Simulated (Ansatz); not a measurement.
# BFH6OSi: the cost of one run

Method: RKS PBE0-D4/6-31G*, in Ansatz 0.2.0.

## (1) The system as given

Bond lengths: B1–O3 1.410 Å, O3–H4 1.010 Å, B1–F5 1.320 Å, B1–Si6 2.250 Å, Si6–H7 1.460 Å, Si6–H8 1.460 Å, Si6–H9 1.460 Å, Si6–H10 1.594 Å. Angles: B1–O3–H4 109.5°, O3–B1–F5 120.0°, O3–B1–Si6 96.8°, F5–B1–Si6 101.3°, B1–Si6–H7 109.5°, B1–Si6–H8 109.5°, B1–Si6–H9 109.5°, B1–Si6–H10 55.9°, H7–Si6–H8 109.4°, H7–Si6–H9 109.4°, H7–Si6–H10 58.5°, H8–Si6–H9 109.4°, H8–Si6–H10 145.5°, H9–Si6–H10 105.1°.

Coordinates:

```xyz
10

B     0.0000    0.0000    0.0000
H     0.0000    0.0000    1.5400
O     1.2211    0.0000   -0.7050
H     1.5209   -0.9519   -0.8599
F    -1.1431    0.0000   -0.6600
Si    0.1008    2.1328    0.7095
H     0.6771    2.1737    2.0503
H     0.9351    2.9107   -0.2019
H    -1.2441    2.7001    0.7410
H     0.0412    0.8710    1.6809
```

## (2) Pulling towards end A

Springs on the bonds that form and break draw the guess towards this end; the thresholds are loose.

File input.yaml:

```yaml
crystal:
  periodic: [false, false, false]
  atoms:
    - { symbol: B, position_ang: [0.0, 0.0, 0.0] }
    - { symbol: H, position_ang: [0.0, 0.0, 1.54] }
    - { symbol: O, position_ang: [1.2211, 0.0, -0.705] }
    - { symbol: H, position_ang: [1.5209, -0.9519, -0.8599] }
    - { symbol: F, position_ang: [-1.1431, 0.0, -0.66] }
    - { symbol: Si, position_ang: [0.1008, 2.1328, 0.7095] }
    - { symbol: H, position_ang: [0.6771, 2.1737, 2.0503] }
    - { symbol: H, position_ang: [0.9351, 2.9107, -0.2019] }
    - { symbol: H, position_ang: [-1.2441, 2.7001, 0.741] }
    - { symbol: H, position_ang: [0.0412, 0.871, 1.6809] }
basis:
  gaussian: { orbitals: "6-31G*" }
hamiltonian:
  xc: pbe0
  dispersion: d4
relax:
  f_tol: 0.15
  max_steps: 25
  restrain:
    - { distance: [0, 5], at: 3.15, k: 30.0 }
    - { distance: [9, 1], at: 1.86, k: 30.0 }
    - { distance: [0, 1], at: 1.19, k: 30.0 }
    - { distance: [9, 5], at: 1.46, k: 30.0 }
```

The run is started by

```sh
$ ansatz run input.yaml --threads 1 --pin off --max-ram 2048MiB --backend cpu --events-out ev --progress --plain --runs-dir out
```

**Question.** How long does this run take on 1 thread of Arm Neoverse V1, shared host, and how much memory does it need?

About 44 s, with a peak of 0.14 GiB.
